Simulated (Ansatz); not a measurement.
# CH5AlBN: up Jacob's ladder to CCSD(T)

How much do the methods differ for CH5AlBN? The plan is to run it at one geometry with functionals of several rungs and with coupled cluster, and see how far each lands from CCSD(T) at the basis-set limit for the atomisation energy.

Computed with Ansatz 0.2.0, Gaussian basis. Level: functionals in def2-TZVPP, the program's frozen cores in correlated methods.

The runs, in order: LDA (SPW92), PBE-D4, revPBE-D4, BLYP-D4, r2SCAN-D4, B97M-V, PBE0-D4, B3LYP-D4, r2SCANh-D4, r2SCAN0-D4, HSE06-D4, BHLYP-D4, CAM-B3LYP-D4, LC-ωPBE, ωB97X-V, ωB97M-V, B2PLYP, PBE-QIDH; CCSD(T)/def2-SVP; CCSD(T)/def2-TZVPP; MP2/def2-QZVPP; extrapolation to the limit; RPA on PBE.

## (1) The geometry

An earlier PBE0-D4 in a triple-zeta def2 set relaxation fixed the geometry.

SMILES `[BH2][Al]1[CH2][NH]1`, 9 atoms, charge 0, spin multiplicity 1.

Atoms are counted from 1 here; the program's logs count them from 0.

Bond lengths: B1–Al2 2.105 Å, B1–H5 1.196 Å, B1–H6 1.196 Å, Al2–C3 1.941 Å, Al2–N4 1.730 Å, C3–N4 1.486 Å, C3–H7 1.093 Å, C3–H8 1.093 Å, N4–H9 1.005 Å. Angles: Al2–B1–H5 121.6°, Al2–B1–H6 121.8°, H5–B1–H6 116.6°, B1–Al2–C3 164.9°, B1–Al2–N4 147.8°, C3–Al2–N4 47.3°, Al2–C3–N4 58.9°, Al2–C3–H7 122.0°, Al2–C3–H8 121.9°, N4–C3–H7 116.0°, N4–C3–H8 116.2°, H7–C3–H8 111.3°, Al2–N4–C3 73.8°, Al2–N4–H9 164.0°, C3–N4–H9 121.9°.

## (2) LDA

This LDA is Slater exchange with PW92 correlation.

The input, in.yaml:

```yaml
crystal:
  periodic: [false, false, false]
  atoms:
    - {symbol: B, position_ang: [-0.944843, 1.758714, -1.320269]}
    - {symbol: Al, position_ang: [-0.116623, 0.189856, -0.187687]}
    - {symbol: C, position_ang: [0.673192, -1.482391, 0.400475]}
    - {symbol: N, position_ang: [0.398256, -0.383059, 1.361252]}
    - {symbol: H, position_ang: [-0.254360, 2.556267, -1.884343]}
    - {symbol: H, position_ang: [-2.126102, 1.871514, -1.471041]}
    - {symbol: H, position_ang: [0.079138, -2.390778, 0.528332]}
    - {symbol: H, position_ang: [1.726232, -1.717369, 0.225376]}
    - {symbol: H, position_ang: [0.653710, -0.449154, 2.330906]}
basis:
  gaussian: {orbitals: def2-TZVPP}
hamiltonian: {xc: lda}
output: {orbitals: {seedname: orbitals}}
```

Launch:

```console
> ansatz run in.yaml --threads 2 --pin off --events-out ev --progress --plain --max-ram 4352MiB
```

After this run come: PBE-D4 (GGA); revPBE-D4 (GGA); BLYP-D4 (GGA); r2SCAN-D4 (meta-GGA); B97M-V (meta-GGA); B3LYP-D4 (hybrid); r2SCANh-D4 (hybrid); r2SCAN0-D4 (hybrid); HSE06-D4 (hybrid); BHLYP-D4 (hybrid); CAM-B3LYP-D4 (range-separated); LC-ωPBE (range-separated); ωB97X-V (range-separated); ωB97M-V (range-separated); B2PLYP (double hybrid); PBE-QIDH (double hybrid); CCSD(T) in def2-SVP; CCSD(T) in def2-TZVPP; MP2 in def2-QZVPP; RPA on PBE orbitals.

**Question.** What will the summary of the whole plan be? Wanted: atomisation energy, CCSD(T)/CBS; farthest beyond LDA; mean size of error, GGA; mean size of error, meta-GGA; mean size of error, hybrid; mean size of error, range-separated; mean size of error, double hybrid; gap, smallest and largest; T1 diagnostic.

As calculated:

```
                               quantity                                     value
        atomisation energy, CCSD(T)/CBS                            701.6 kcal/mol
functionals within 3.5 kcal/mol (0.5 %)           revPBE-D4, r2SCANh-D4, PBE-QIDH
                    farthest beyond LDA                   PBE-D4 (+19.4 kcal/mol)
                mean size of error, GGA                              8.4 kcal/mol
           mean size of error, meta-GGA                              6.7 kcal/mol
             mean size of error, hybrid                              6.7 kcal/mol
    mean size of error, range-separated                              5.7 kcal/mol
      mean size of error, double hybrid                              3.3 kcal/mol
              gap, smallest and largest  1.30 eV (LDA (SPW92)), 8.33 eV (LC-ωPBE)
                          T1 diagnostic                                    0.0160
triples share of the correlation energy                                     4.1 %
```

In words: The LDA atomisation energy is off by 106.6 kcal/mol (15 %): it overbinds. PBE-D4 is off by +19.4 kcal/mol. Double hybrids carry the basis error of their MP2 part in triple zeta, and no dispersion term here, so their miss is partly the set-up's. By mean error the best rung here is double hybrid (3.3 kcal/mol) and the worst beyond LDA is GGA (8.4 kcal/mol). The reference freezes the cores and leaves out relativity and excitations past (T), so misses under about 3.5 kcal/mol can't be ranked. Hartree-Fock recovers 71 % of the binding; the rest is correlation. CCSD(T) in def2-SVP is off by -41.4 kcal/mol, more than most functionals: a good method in a small basis is no reference. Orbital gaps span 1.3 to 8.3 eV; exact exchange widens them.
